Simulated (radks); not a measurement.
# F⁺ in [He] 2s1.75 2p4 3s0.25: an all-electron calculation

One table from this session's results is given with a row withheld; the runs are named, their logs left out.

The numbers are computed with radks (a radial shooting solver on a logarithmic mesh, Libxc functionals) version 1 (scalar-relativistic Kohn-Sham, PBE, spin-polarised, spherical densities, point nucleus; open shells are filled with parallel spins first), except any that are marked as measured or tabulated.

## What is computed

```
element       : fluorine (Z = 9)
charge        : +1
electrons     : 8
configuration : [He] 2s1.75 2p4 3s0.25
```

The first run:

Input:

```text
Z 9
configuration [He] 2s1.75 2p4 3s0.25
relativity scalar-relativistic
functional pbe,pbe
spin polarised
nucleus point
c 137.035999084
```

One table of the session follows, with a row left open; its other results are not shown here.

It belongs to the step «Shells». From the orbitals of this run (lengths in bohr):

```
  level     <r>  outermost maximum (interpolated)  90 % within  nodes
  1s up  0.1764                             0.114        0.316      0
1s down  0.1761                             0.114        0.315      0
  2s up  0.9438                             0.745         1.50      1
2s down  0.9656                             0.754         1.54      1
  2p up  0.9470                             0.670         1.61      0
2p down       ?                                 ?            ?      ?
  3s up   3.579                              3.01         5.41      2
```

**Question.** Estimate the row for 2p down.

**Answer.** <r>: 0.9900; outermost maximum (interpolated): 0.684; 90 % within: 1.70; nodes: 0. In the column «<r>» it lies between 2s down (0.9656) and 3s up (3.579).
